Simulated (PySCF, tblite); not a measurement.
# C₄H₆O₂S: changes of charge, electronic excitations, EPR parameters, part 2 of 2

tblite 0.8.0 and PySCF 2.14.0. Atoms count from 0. Earlier steps stand in the parts before.

## (12) Single point (C₄H₆O₂S): wB97X-D3(BJ)/ma-def2-TZVP

Geometry: PBE0-D3(BJ)/def2-SVP, that of another charge or spin state.

The job: settings as JSON, then the geometry in Å.

```
{"job": {"kind": "sp", "xc": "wB97X", "basis": "ma-def2-TZVP", "d3": "d3bj", "grid": 2}, "charge": 0, "multiplicity": 1}
O     -1.956057    -0.903139    -1.644637
S     -1.272176    -0.289774    -0.544297
O     -2.062862     0.321511     0.613675
C     -0.407760     1.232026    -0.693900
C      0.763550     1.141026     0.001679
C      1.057797    -0.152944     0.670664
C      0.084050    -1.219269     0.161341
H     -0.881651     2.088162    -1.182880
H      1.463970     1.982643     0.057430
H      0.948402     0.002942     1.762520
H      2.110863    -0.441350     0.520396
H     -0.334801    -1.882629     0.932346
H      0.490787    -1.827024    -0.662335
```

The log of the run:

```text
coarse grid: 11864 points
cycle   1  E = -704.5863069605  dE =  1.967e+00  |g| = 1.173e+00  |ddm| = 2.993e+00
cycle   2  E = -704.3069621645  dE =  2.793e-01  |g| = 1.775e+00  |ddm| = 2.348e+00
cycle   3  E = -704.8604147633  dE = -5.535e-01  |g| = 1.024e-01  |ddm| = 1.452e+00
cycle   4  E = -704.8614107380  dE = -9.960e-04  |g| = 9.099e-02  |ddm| = 1.853e-01
cycle   5  E = -704.8628433824  dE = -1.433e-03  |g| = 1.635e-02  |ddm| = 7.535e-02
cycle   6  E = -704.8629056371  dE = -6.225e-05  |g| = 5.056e-03  |ddm| = 3.566e-02
cycle   7  E = -704.8629141216  dE = -8.485e-06  |g| = 1.142e-03  |ddm| = 1.295e-02
final grid: 111232 points
cycle   8  E = -704.8603060267  dE = -4.604e-05  |g| = 5.653e-03  |ddm| = 6.656e-02
cycle   9  E = -704.8603054331  dE =  5.935e-07  |g| = 6.068e-03  |ddm| = 9.132e-03
cycle  10  E = -704.8603118159  dE = -6.383e-06  |g| = 8.796e-04  |ddm| = 4.579e-03
cycle  11  E = -704.8603119480  dE = -1.321e-07  |g| = 2.489e-04  |ddm| = 8.748e-04
cycle  12  E = -704.8603119649  dE = -1.684e-08  |g| = 7.955e-05  |ddm| = 3.816e-04
cycle  13  E = -704.8603119665  dE = -1.695e-09  |g| = 4.184e-05  |ddm| = 1.371e-04
converged SCF energy = -704.8603119665
```

It took 15 s on 1 thread of AMD EPYC 9R14, shared host; peak memory 1.2 GiB.

## (13) Single point (C₄H₆O₂S+ (doublet), O=S1(=O)[CH][CH+]CC1): wB97X-D3(BJ)/ma-def2-TZVP

Geometry: PBE0-D3(BJ)/def2-SVP.

Settings changed since step 12:

```diff
@@ -1,2 +1,2 @@
-{"job": {"kind": "sp", "xc": "wB97X", "basis": "ma-def2-TZVP", "d3": "d3bj", "grid": 2}, "charge": 0, "multiplicity": 1}
+{"job": {"kind": "sp", "xc": "wB97X", "basis": "ma-def2-TZVP", "d3": "d3bj", "grid": 2}, "charge": 1, "multiplicity": 2}
 O     -1.956057    -0.903139    -1.644637
```

The log of the run:

```text
final grid: 111232 points
cycle   1  E = -704.4621313397  dE =  2.721e-04  |g| = 3.961e-01  |ddm| = 5.999e-01
cycle   2  E = -704.3992599216  dE =  6.287e-02  |g| = 5.730e-01  |ddm| = 6.039e-01
cycle   3  E = -704.5181353199  dE = -1.189e-01  |g| = 5.396e-02  |ddm| = 3.957e-01
cycle   4  E = -704.5196500705  dE = -1.515e-03  |g| = 1.755e-02  |ddm| = 5.659e-02
cycle   5  E = -704.5199681254  dE = -3.181e-04  |g| = 1.083e-02  |ddm| = 2.923e-02
cycle   6  E = -704.5201300102  dE = -1.619e-04  |g| = 7.640e-03  |ddm| = 1.714e-02
cycle   7  E = -704.5202662216  dE = -1.362e-04  |g| = 4.453e-03  |ddm| = 2.079e-02
cycle   8  E = -704.5203321025  dE = -6.588e-05  |g| = 2.424e-03  |ddm| = 1.728e-02
cycle   9  E = -704.5203653616  dE = -3.326e-05  |g| = 1.447e-03  |ddm| = 1.468e-02
cycle  10  E = -704.5203749771  dE = -9.615e-06  |g| = 7.813e-04  |ddm| = 7.218e-03
cycle  11  E = -704.5203792735  dE = -4.296e-06  |g| = 5.360e-04  |ddm| = 5.170e-03
cycle  12  E = -704.5203801223  dE = -8.488e-07  |g| = 4.740e-04  |ddm| = 1.458e-03
cycle  13  E = -704.5203817564  dE = -1.634e-06  |g| = 2.030e-04  |ddm| = 4.293e-03
cycle  14  E = -704.5203819244  dE = -1.680e-07  |g| = 1.381e-04  |ddm| = 7.134e-04
cycle  15  E = -704.5203820843  dE = -1.600e-07  |g| = 1.044e-04  |ddm| = 1.073e-03
cycle  16  E = -704.5203821526  dE = -6.827e-08  |g| = 6.915e-05  |ddm| = 5.140e-04
cycle  17  E = -704.5203821835  dE = -3.092e-08  |g| = 4.424e-05  |ddm| = 4.844e-04
cycle  18  E = -704.5203821924  dE = -8.873e-09  |g| = 1.869e-05  |ddm| = 2.450e-04
converged SCF energy = -704.5203821924
```

It took 39 s on 1 thread of AMD EPYC 9R14, shared host; peak memory 1.5 GiB.

## (14) Single point (C₄H₆O₂S): wB97X-D3(BJ)/ma-def2-TZVP in water

Geometry: PBE0-D3(BJ)/def2-SVP.

The job: settings as JSON, then the geometry in Å.

```
{"job": {"kind": "sp", "xc": "wB97X", "basis": "ma-def2-TZVP", "d3": "d3bj", "grid": 2, "solvent": "water"}, "charge": 0, "multiplicity": 1}
O     -1.906306    -0.719193    -1.285150
S     -1.438643    -0.094159    -0.051968
O     -2.384981     0.230914     1.008002
C     -0.434144     1.312633    -0.459668
C      0.862859     1.020603    -0.388719
C      1.221648    -0.383127     0.025116
C     -0.028482    -1.029542     0.611594
H     -0.912641     2.240704    -0.774067
H      1.647222     1.737042    -0.648440
H      2.048807    -0.381176     0.751722
H      1.584264    -0.935743    -0.858531
H     -0.088306    -0.912446     1.701899
H     -0.181816    -2.080718     0.336952
```

The log of the run:

```text
final grid: 111232 points
cycle   1  E = -704.9087237586  dE = -2.780e-03  |g| = 4.486e-02  |ddm| = 5.278e-01
cycle   2  E = -704.9089455924  dE = -2.218e-04  |g| = 4.607e-02  |ddm| = 1.685e-01
cycle   3  E = -704.9093142252  dE = -3.686e-04  |g| = 7.227e-03  |ddm| = 3.445e-02
cycle   4  E = -704.9093445934  dE = -3.037e-05  |g| = 3.653e-03  |ddm| = 4.282e-02
cycle   5  E = -704.9093489722  dE = -4.379e-06  |g| = 6.410e-04  |ddm| = 1.150e-02
cycle   6  E = -704.9093492628  dE = -2.906e-07  |g| = 3.269e-04  |ddm| = 2.047e-03
cycle   7  E = -704.9093493117  dE = -4.895e-08  |g| = 9.627e-05  |ddm| = 1.215e-03
cycle   8  E = -704.9093493181  dE = -6.376e-09  |g| = 3.254e-05  |ddm| = 4.471e-04
converged SCF energy = -704.9093493181
```

It took 14 s on 1 thread of AMD EPYC 9R14, shared host; peak memory 1.5 GiB.

## (15) Single point (C4H6O2S+ (doublet), O=S1(=O)[CH][CH+]CC1): wB97X-D3(BJ)/ma-def2-TZVP in water

Geometry: PBE0-D3(BJ)/def2-SVP.

The job: settings as JSON, then the geometry in Å.

```
{"job": {"kind": "sp", "xc": "wB97X", "basis": "ma-def2-TZVP", "d3": "d3bj", "grid": 2, "solvent": "water"}, "charge": 1, "multiplicity": 2}
O     -1.956057    -0.903139    -1.644637
S     -1.272176    -0.289774    -0.544297
O     -2.062862     0.321511     0.613675
C     -0.407760     1.232026    -0.693900
C      0.763550     1.141026     0.001679
C      1.057797    -0.152944     0.670664
C      0.084050    -1.219269     0.161341
H     -0.881651     2.088162    -1.182880
H      1.463970     1.982643     0.057430
H      0.948402     0.002942     1.762520
H      2.110863    -0.441350     0.520396
H     -0.334801    -1.882629     0.932346
H      0.490787    -1.827024    -0.662335
```

The log of the run:

```text
final grid: 111232 points
cycle   1  E = -704.6211046743  dE = -2.423e-03  |g| = 4.646e-02  |ddm| = 2.414e-01
cycle   2  E = -704.6211698723  dE = -6.520e-05  |g| = 5.381e-02  |ddm| = 7.896e-02
cycle   3  E = -704.6223051280  dE = -1.135e-03  |g| = 9.554e-03  |ddm| = 3.314e-02
cycle   4  E = -704.6225469272  dE = -2.418e-04  |g| = 6.619e-03  |ddm| = 2.514e-02
cycle   5  E = -704.6227218044  dE = -1.749e-04  |g| = 5.415e-03  |ddm| = 1.977e-02
cycle   6  E = -704.6228860948  dE = -1.643e-04  |g| = 3.226e-03  |ddm| = 2.440e-02
cycle   7  E = -704.6229911256  dE = -1.050e-04  |g| = 2.258e-03  |ddm| = 2.599e-02
cycle   8  E = -704.6230193903  dE = -2.826e-05  |g| = 8.771e-04  |ddm| = 1.595e-02
cycle   9  E = -704.6230249692  dE = -5.579e-06  |g| = 5.411e-04  |ddm| = 5.323e-03
cycle  10  E = -704.6230273468  dE = -2.378e-06  |g| = 3.603e-04  |ddm| = 3.090e-03
cycle  11  E = -704.6230284874  dE = -1.141e-06  |g| = 2.140e-04  |ddm| = 2.406e-03
cycle  12  E = -704.6230289172  dE = -4.298e-07  |g| = 1.002e-04  |ddm| = 1.874e-03
cycle  13  E = -704.6230289696  dE = -5.239e-08  |g| = 6.405e-05  |ddm| = 5.145e-04
cycle  14  E = -704.6230289823  dE = -1.277e-08  |g| = 3.669e-05  |ddm| = 3.755e-04
cycle  15  E = -704.6230289865  dE = -4.139e-09  |g| = 1.853e-05  |ddm| = 1.106e-04
converged SCF energy = -704.6230289865
```

Run time: 34 s. Hardware: 1 thread of AMD EPYC 9R14, shared host; peak memory 1.5 GiB.

## (16) Changes of charge: wB97X-D3(BJ)/ma-def2-TZVP

This step combines the energies above: geometries from PBE0-D3(BJ)/def2-SVP, zero-point and thermal terms from PBE0-D3(BJ)/def2-SVP.

The job: settings as JSON, then the geometry in Å.

```
{"job": {"kind": "rx", "dirs": [1], "geom": {"xc": "PBE0", "basis": "def2-SVP", "d3": "d3bj", "grid": 1}, "hess": 1, "level": {"xc": "wB97X", "basis": "ma-def2-TZVP", "d3": "d3bj", "solvents": ["water"]}}, "charge": 0, "multiplicity": 1}
O     -1.906306    -0.719193    -1.285150
S     -1.438643    -0.094159    -0.051968
O     -2.384981     0.230914     1.008002
C     -0.434144     1.312633    -0.459668
C      0.862859     1.020603    -0.388719
C      1.221648    -0.383127     0.025116
C     -0.028482    -1.029542     0.611594
H     -0.912641     2.240704    -0.774067
H      1.647222     1.737042    -0.648440
H      2.048807    -0.381176     0.751722
H      1.584264    -0.935743    -0.858531
H     -0.088306    -0.912446     1.701899
H     -0.181816    -2.080718     0.336952
```

Output (the driver's rows laid out field by field):

```text
ionisation and electron attachment, wB97X-D3(BJ)/ma-def2-TZVP // PBE0-D3(BJ)/def2-SVP

row 1
  change                  oxidation
  charge                  1
  multiplicity            2
  vertical_ev             10.4488
  vertical_s2             0.765
  formula                 C4H6O2S
  smiles                  O=S1(=O)[CH][CH+]CC1
  kept                    yes
  pieces                  1
  point_group             C1
  adiabatic_electronic_ev 10.067
  adiabatic_ev            10.0121
  free_energy_ev          9.9907
  s2                      0.771
  bonds_moved             1 2 1.458 1.53; 3 4 1.331 1.365; 1 6 1.818 1.789; 0 1 1.459 1.433
  spin_on                 2 O 0.59; 4 C 0.293; 3 C 0.123
  charge_moved            2 O 0.336; 0 O 0.153; 4 C 0.144; 3 C 0.084
  vertical_back_ev        9.25
  relaxation_parent_ev    0.817
  relaxation_ion_ev       0.3818
  reorganisation_ev       1.1988
  solution                solvent water, absolute_potential_v 7.7149, solvation_parent_kj -49.92, solvation_ion_kj -269.5
```

Run time: 16 min. Hardware: 1 thread of AMD EPYC 9R14, shared host; peak memory 1.5 GiB.

Energy taken up on oxidation, or given off on reduction (eV; adiabatic with zero-point energy):

```tsv
change	product	vertical	adiabatic	free energy	reorganisation	⟨S²⟩
oxidation (multiplicity 2)	O=S1(=O)[CH][CH+]CC1	10.45	10.01	9.99	1.20	0.77
```

On oxidation to multiplicity 2 charge changes most on O2 (+0.34 e), O0 (+0.15 e), C4 (+0.14 e); the spin sits on O2 (0.59), C4 (0.29), C3 (0.12); the bond S1–O2 goes from 1.458 to 1.530 Å; the absolute potential is 7.71 V in water.

## (17) Electronic excitations: TDDFT CAM-B3LYP/def2-SVPD

Settings changed since step 16:

```diff
@@ -1,2 +1,2 @@
-{"job": {"kind": "rx", "dirs": [1], "geom": {"xc": "PBE0", "basis": "def2-SVP", "d3": "d3bj", "grid": 1}, "hess": 1, "level": {"xc": "wB97X", "basis": "ma-def2-TZVP", "d3": "d3bj", "solvents": ["water"]}}, "charge": 0, "multiplicity": 1}
+{"job": {"kind": "uv", "xc": "CAM-B3LYP", "basis": "def2-SVPD", "nstates": 6, "ntriplets": 0}, "charge": 0, "multiplicity": 1}
 O     -1.906306    -0.719193    -1.285150
```

With the program's defaults for keys left out, this is: TDDFT CAM-B3LYP/def2-SVPD, vertical, gas phase, core orbitals frozen in the response.

The log of the run:

```text
coarse grid: 11864 points
cycle   1  E = -703.7723127634  dE =  1.832e+00  |g| = 1.118e+00  |ddm| = 5.575e+00
cycle   2  E = -703.3678826447  dE =  4.044e-01  |g| = 1.873e+00  |ddm| = 3.261e+00
cycle   3  E = -704.0227542980  dE = -6.549e-01  |g| = 1.042e-01  |ddm| = 2.050e+00
cycle   4  E = -704.0249075714  dE = -2.153e-03  |g| = 5.295e-02  |ddm| = 2.681e-01
cycle   5  E = -704.0256074686  dE = -6.999e-04  |g| = 6.302e-03  |ddm| = 1.052e-01
cycle   6  E = -704.0256126732  dE = -5.205e-06  |g| = 5.080e-03  |ddm| = 1.665e-02
cycle   7  E = -704.0256178769  dE = -5.204e-06  |g| = 1.102e-03  |ddm| = 6.601e-03
final grid: 111232 points
cycle   8  E = -704.1302308938  dE = -2.437e-05  |g| = 3.432e-03  |ddm| = 8.181e-02
cycle   9  E = -704.1302294327  dE =  1.461e-06  |g| = 4.515e-03  |ddm| = 1.299e-02
cycle  10  E = -704.1302336939  dE = -4.261e-06  |g| = 7.089e-04  |ddm| = 5.458e-03
cycle  11  E = -704.1302337863  dE = -9.244e-08  |g| = 1.706e-04  |ddm| = 1.025e-03
cycle  12  E = -704.1302337926  dE = -6.310e-09  |g| = 9.485e-05  |ddm| = 4.834e-04
cycle  13  E = -704.1302337944  dE = -1.757e-09  |g| = 2.244e-05  |ddm| = 1.112e-04
cycle  14  E = -704.1302337945  dE = -1.260e-10  |g| = 5.136e-06  |ddm| = 4.370e-05
converged SCF energy = -704.1302337945

Static polarisability (au): isotropic 69.724, principal 59.451 66.561 83.160

Singlet excitations
state   eV       nm        f      main configurations
  1   6.2985    196.8   0.00360   H-1->L 0.86, H->L 0.11
  2   6.6862    185.4   0.16253   H->L 0.84, H-1->L 0.10
  3   7.3882    167.8   0.02529   H-2->L 0.95
  4   7.6054    163.0   0.00117   H->L+1 0.45, H-3->L 0.35
  5   7.6381    162.3   0.00572   H-3->L 0.45, H->L+1 0.41
  6   7.8788    157.4   0.01200   H-1->L+2 0.44, H->L+2 0.15
```

It took 19 s on 1 thread of AMD EPYC 9R14, shared host; peak memory 1 GiB.

Frontier orbitals and where they lie:

```tsv
orbital	eV	atoms
HOMO−3	-10.91	O2 38 %, O0 32 %, S1 14 %
HOMO−2	-10.46	O2 40 %, O0 35 %, S1 7 %
HOMO−1	-9.80	O0 30 %, O2 22 %, C6 14 %
HOMO	-9.54	O2 23 %, C3 22 %, O0 22 %
LUMO	0.07	C4 35 %, C3 30 %, C5 6 %
LUMO+1	0.95	C4 16 %, C5 16 %, H9 14 %
LUMO+2	1.44	S1 40 %, O2 8 %, C6 7 %
```

With each of the 6 states as a Gaussian band of 0.4 eV half-width at 1/e, the curve within the window shown has maxima at 186 nm (ε 6,700) L/(mol cm). Beyond the last state computed it falls off for lack of states. The curve at chosen wavelengths:

```tsv
nm	ε (L/mol/cm)
152	341
155	623
157	827
160	1117
162	1281
165	1465
168	1613
170	1772
173	2294
175	2915
178	4212
181	5597
183	6296
186	6684
188	6445
191	5482
194	4145
196	3242
199	2073
201	1468
204	824
207	435
209	277
212	136
214	83
217	39
```

Further results of this job:

```tsv
property	computed
dipole moment (D)	5.78
polarisability (Å³)	10.33
HOMO–LUMO gap (eV)	9.60
−ε(HOMO) (eV)	9.54
```

## (18) EPR parameters (C₄H₆O₂S+ (doublet), O=S1(=O)[CH][CH+]CC1): UKS B3LYP, pcH-1 on C H O S

The job: settings as JSON, then the geometry in Å.

```
{"job": {"kind": "epr", "basis": "pcH-1"}, "charge": 1, "multiplicity": 2}
O     -1.956057    -0.903139    -1.644637
S     -1.272176    -0.289774    -0.544297
O     -2.062862     0.321511     0.613675
C     -0.407760     1.232026    -0.693900
C      0.763550     1.141026     0.001679
C      1.057797    -0.152944     0.670664
C      0.084050    -1.219269     0.161341
H     -0.881651     2.088162    -1.182880
H      1.463970     1.982643     0.057430
H      0.948402     0.002942     1.762520
H      2.110863    -0.441350     0.520396
H     -0.334801    -1.882629     0.932346
H      0.490787    -1.827024    -0.662335
```

Level: UKS B3LYP, pcH-1 on C H O S, non-relativistic, mean-field spin-orbit, GIAO.

The log of the run:

```text
UKS, coarse grid
  cycle   1  E = -703.90892332  |g| = 9.12e-01
  cycle   2  E = -700.26068099  |g| = 2.83e+00
  cycle   3  E = -704.13959239  |g| = 4.18e-01
  cycle   4  E = -704.17136470  |g| = 4.06e-01
  cycle   5  E = -704.23245146  |g| = 1.61e-01
  cycle   6  E = -704.24179037  |g| = 7.67e-02
  cycle   7  E = -704.24439153  |g| = 3.07e-02
  cycle   8  E = -704.24482827  |g| = 1.65e-02
  cycle   9  E = -704.24500753  |g| = 4.53e-03
  cycle  10  E = -704.24502770  |g| = 2.59e-03
  cycle  11  E = -704.24503563  |g| = 8.87e-04
UKS, final grid
  cycle   1  E = -704.24492130  |g| = 1.48e-03
  cycle   2  E = -704.24491674  |g| = 3.95e-03
  cycle   3  E = -704.24492333  |g| = 4.30e-04
  cycle   4  E = -704.24492364  |g| = 3.54e-04
  cycle   5  E = -704.24492420  |g| = 2.87e-04
  cycle   6  E = -704.24492433  |g| = 6.44e-05
  cycle   7  E = -704.24492434  |g| = 2.20e-05
E = -704.24492434 Eh   <S^2> = 0.7608 (exact 0.7500)
g shifts (ppm)      1          2          3
  rmc          -251       -251       -251
  gc             -1         44         55
  oz_so         264       3473       8428
  total          12       3266       8233
hyperfine (MHz)  atom isotope    a_iso     a_fc   dipolar eigenvalues
    0   17O       3.18       3.23     -8.76      4.01      4.75
    1   33S     -11.37     -11.43     -1.59     -0.18      1.77
    2   17O     -29.31     -27.75   -180.08     88.99     91.09
    3   13C      26.51      26.62    -25.44    -17.52     42.96
    4   13C      18.18      18.17    -25.73    -23.64     49.36
    5   13C     -10.00     -10.00     -2.32     -1.16      3.48
    6   13C      -1.89      -1.87     -1.85     -0.90      2.74
    7    1H      -9.78      -9.76    -10.27     -0.67     10.95
    8    1H     -10.92     -10.92    -11.94     -3.59     15.53
    9    1H      67.84      67.85     -3.30     -1.61      4.91
   10    1H      24.45      24.45     -2.91     -1.34      4.25
   11    1H      -2.53      -2.53     -2.78     -0.62      3.40
   12    1H      -3.41      -3.41     -2.03     -1.03      3.06
```

It took 35 s on 1 thread of AMD EPYC 9R14, shared host; peak memory 1 GiB.

Principal g values 2.00233, 2.00559, 2.01055; g(iso) = 2.00616, against 2.00232 for a free electron.

Hyperfine couplings; where a row names several nuclei, a(iso) is their mean (it holds for fast rotation or exchange) and the dipolar term the largest among them:

```tsv
nuclei	isotope	a(iso) (MHz)	a(iso) (G, at g = 2.0023)	largest dipolar term (MHz)
H9, H10	1H	46.1	16.5	4.9
C3	13C	26.5	9.5	43.0
C4	13C	18.2	6.5	49.4
O0, O2	17O	-13.1	-4.7	-180.1
S1	33S	-11.4	-4.1	1.8
H8	1H	-10.9	-3.9	15.5
C5	13C	-10.0	-3.6	3.5
H7	1H	-9.8	-3.5	10.9
H11, H12	1H	-3.0	-1.1	3.4
C6	13C	-1.9	-0.7	2.7
```

Mulliken spin populations:

O0 0.01; S1 -0.04; O2 0.57; C3 0.15; C4 0.30; C5 -0.02; C6 0.02; H7 -0.01; H8 -0.01; H9 0.03; H10 0.01; H11 0.00; H12 0.00

In first order the couplings over 0.8 MHz of 1H give 36 distinct lines over 42.4 G, if the averaged nuclei exchange fast.

## (19) Spectra of the species

The job: settings as JSON, then the geometry in Å.

```
{"job": {"kind": "rx", "dirs": [1], "geom": {"xc": "PBE0", "basis": "def2-SVP", "d3": "d3bj", "grid": 1}, "hess": 1, "level": {"xc": "wB97X", "basis": "ma-def2-TZVP", "d3": "d3bj", "solvents": ["water"]}, "spectra": true}, "charge": 0, "multiplicity": 1}
O     -1.906306    -0.719193    -1.285150
S     -1.438643    -0.094159    -0.051968
O     -2.384981     0.230914     1.008002
C     -0.434144     1.312633    -0.459668
C      0.862859     1.020603    -0.388719
C      1.221648    -0.383127     0.025116
C     -0.028482    -1.029542     0.611594
H     -0.912641     2.240704    -0.774067
H      1.647222     1.737042    -0.648440
H      2.048807    -0.381176     0.751722
H      1.584264    -0.935743    -0.858531
H     -0.088306    -0.912446     1.701899
H     -0.181816    -2.080718     0.336952
```

The log of the run:

```text
uv O=S1(=O)C=CCC1 +0: TDDFT CAM-B3LYP/def2-SVPD, vertical, gas phase, core orbitals frozen in the response
epr O=S1(=O)[CH][CH+]CC1 +1: UKS B3LYP, pcH-1 on C H O S, non-relativistic, mean-field spin-orbit, GIAO
```

Run time: 53 s. Hardware: 1 thread of AMD EPYC 9R14, shared host; peak memory 1 GiB.

This step only lists the spectra that were run on the species above.

## (20) What came out

What follows sums up all 2 parts.

| quantity | value |
| --- | --- |
| strongest single infrared mode (GFN2-xTB) | 1257 cm⁻¹, 498 km/mol |
| zero-point energy (GFN2-xTB) | 59.9 kcal/mol |
| point group | C1 |
| rotational constants (main isotopes) | 4.02, 2.10, 1.96 GHz |
| ionisation energy (wB97X-D3(BJ)/ma-def2-TZVP) | vertical 10.45 eV, adiabatic 10.01 eV |
| lowest singlet (CAM-B3LYP/def2-SVPD) | 6.30 eV (197 nm), f = 0.004 |
| brightest single state of those computed | state 2, 6.69 eV, f = 0.163 |

What this shows: No mode is imaginary among the 33: a minimum at this level. The strongest single mode, at 1257 cm⁻¹, is spread over several atoms, S1, O2, O0 among them. Unscaled tight-binding wavenumbers are off by several per cent, some by more. Its intensities can rank the bands wrongly. Relaxing lowered the energy by 0.104 eV in 3 steps; the close pair that moved most is O0–S1, from 1.437 to 1.459 Å (PBE0/def2-SVP). At wB97X-D3(BJ)/ma-def2-TZVP, relaxation with the zero-point term after oxidation moves the energy taken up from 10.45 eV (vertical) to 10.01 eV (adiabatic, with zero-point energy). The lowest singlet, at 6.30 eV, is HOMO−1→LUMO 0.86, HOMO→LUMO 0.11 and is weak; of the 6 states computed, the strongest absorption comes from state 2 at 6.69 eV.
